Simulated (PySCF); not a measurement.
# C6H6F2: electronic excitations

Wanted: the electronic excitations of C6H6F2 (`C[C@@H]1C(F)=C/C1=C\F`), by calculation.

The runs use PySCF 2.14.0, with density-fitted response routines of our own; the level of theory stands in each step. All values are computed, except where a source is named. Atoms count from 0, in the outputs and in this text.

## 1. The molecule as given

14 atoms, charge 0, multiplicity 1; geometry from: GFN2-xTB.

Bonds of the start (Å): C0–C1 1.52, C1–C2 1.51, C2–F3 1.33, C2–C4 1.34, C4–C5 1.46, C5–C6 1.32, C6–F7 1.35, C5–C1 1.53, C0–H8 1.09, C0–H9 1.09, C0–H10 1.09, C1–H11 1.09, C4–H12 1.07, C6–H13 1.08.

## 2. TDDFT and polarisability: CAM-B3LYP/def2-SVPD

Job settings and geometry (Å):

```
{"job": {"kind": "uv", "xc": "CAM-B3LYP", "basis": "def2-SVPD", "nstates": 8, "ntriplets": 3}, "charge": 0, "multiplicity": 1}
C     -1.662533     0.147067     0.499520
C     -0.557924    -0.295993    -0.446762
C      0.186516    -1.557672    -0.075248
F     -0.257021    -2.806749     0.023448
C      1.374867    -0.970620     0.105847
C      0.819343     0.340495    -0.234260
C      1.256009     1.583070    -0.322559
F      2.535442     1.913470    -0.070186
H     -1.305302     0.141591     1.526571
H     -2.514139    -0.525312     0.421931
H     -1.989299     1.153170     0.250182
H     -0.903494    -0.265175    -1.482517
H      2.357710    -1.297271     0.379486
H      0.659148     2.439456    -0.597620
```

Level: TDDFT CAM-B3LYP/def2-SVPD, vertical, gas phase, core orbitals frozen in the response.

Launch:

```bash
$ OMP_NUM_THREADS=1 python probes_run.py task.json out
```

The driver reads the jobs from task.json and runs them one after another.

Predict these results of the whole session: lowest singlet (CAM-B3LYP/def2-SVPD); lowest triplet.

The runs gave:

| quantity | value |
| --- | --- |
| lowest singlet (CAM-B3LYP/def2-SVPD) | 5.88 eV (211 nm), f = 0.306 |
| lowest triplet | 3.47 eV |

The first singlet state (HOMO→LUMO 0.95) lies at 5.88 eV and is bright. The lowest triplet lies 2.41 eV below the lowest singlet (triplets in Tamm-Dancoff, singlets in full TDDFT).
